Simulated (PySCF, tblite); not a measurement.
# C₅H₄F₃N₃: geometry, infrared bands and NMR shifts

Wanted: the infrared bands and NMR shifts of C₅H₄F₃N₃ (`Cc1cnc(C(F)(F)F)nn1`), by calculation.

Computed with tblite 0.8.0 and PySCF 2.14.0, with density-fitted response routines of our own, on a single molecule in the gas phase. Atoms count from 0, in the outputs and in this text.

## 1. The molecule as given

15 atoms, charge 0, multiplicity 1; geometry from: force field or distance geometry start.

Bonds of the start (Å): C0–C1 1.48, C1–C2 1.39, C2–N3 1.34, N3–C4 1.36, C4–C5 1.52, C5–F6 1.37, C5–F7 1.37, C5–F8 1.37, C4–N9 1.36, N9–N10 1.36, N10–C1 1.34, C0–H11 1.10, C0–H12 1.10, C0–H13 1.10, C2–H14 1.08.

## 2. Relaxing the molecule with GFN2-xTB

The job: settings as JSON, then the geometry in Å.

```
{"job": {"kind": "relax", "xc": "GFN2-xTB", "basis": "xTB"}, "charge": 0, "multiplicity": 1}
C     -2.783400     0.247400     0.241300
C     -1.311500     0.176000     0.128400
C     -0.655500    -0.963500    -0.312800
N      0.676700    -1.049900    -0.428700
C      1.380400     0.038700    -0.030900
C      2.895000     0.039500    -0.152600
F      3.521600     0.787900     0.810900
F      3.463700    -1.200600    -0.044800
F      3.352100     0.538200    -1.339900
N      0.782400     1.175300     0.409400
N     -0.578100     1.238900     0.496600
H     -3.108900     1.223900     0.626500
H     -3.171000    -0.517000     0.935700
H     -3.245300     0.107000    -0.744400
H     -1.222400    -1.834000    -0.616700
```

Launch:

```sh
$ OMP_NUM_THREADS=1 python probes_run.py task.json out
```

The driver reads the jobs from task.json and runs them one after another.

**Question.** This job is followed by: GFN2-xTB harmonic vibrations, gas phase; GIAO PBE0/pcSseg-1 NMR shielding, non-relativistic, gas phase. What will the session give for the following? strongest single infrared mode (GFN2-xTB); zero-point energy (GFN2-xTB); 13C shifts against TMS (PBE0/pcSseg-1); 1H shifts against TMS (PBE0/pcSseg-1, means over atoms taken as alike); 15N shifts against NH3 (PBE0/pcSseg-1); 19F shifts against CFCl3 (PBE0/pcSseg-1, means over atoms taken as alike); surface potential, 1st and 99th percentile.

The runs gave:

| quantity | value |
| --- | --- |
| strongest single infrared mode (GFN2-xTB) | 1098 cm⁻¹, 257 km/mol |
| zero-point energy (GFN2-xTB) | 57.6 kcal/mol |
| 13C shifts against TMS (PBE0/pcSseg-1) | 166.1, 162.6, 153.5, 129.9, 22.4 ppm |
| 1H shifts against TMS (PBE0/pcSseg-1, means over atoms taken as alike) | 8.80, 3.07 ppm |
| 15N shifts against NH3 (PBE0/pcSseg-1) | 482.8, 439.2, 331.1 ppm |
| 19F shifts against CFCl3 (PBE0/pcSseg-1, means over atoms taken as alike) | -81.8 ppm |
| surface potential, 1st and 99th percentile | -1.52 V and 1.70 V |

**Reading.** Relaxing lowered the energy by 0.356 eV in 25 steps; the close pair that moved most is N9–N10, from 1.365 to 1.299 Å. No mode is imaginary among the 39: a minimum at this level. The strongest single mode, at 1098 cm⁻¹, moves mainly C5. Unscaled tight-binding wavenumbers are off by several per cent, some by more. Its intensities can rank the bands wrongly. At PBE0/pcSseg-1: The largest span, 904 ppm, is at N10, where the paramagnetic term is -540 ppm. NICS(1)zz of -27 ppm above the planar ring from C1 marks a diatropic (aromatic) ring current. By nearest atom (PBE0/pcSseg-1), the HOMO sits on N9, N10 about 32 % each; N3 15 % and the LUMO on N3, N10 about 24 % each; C2 22 %.
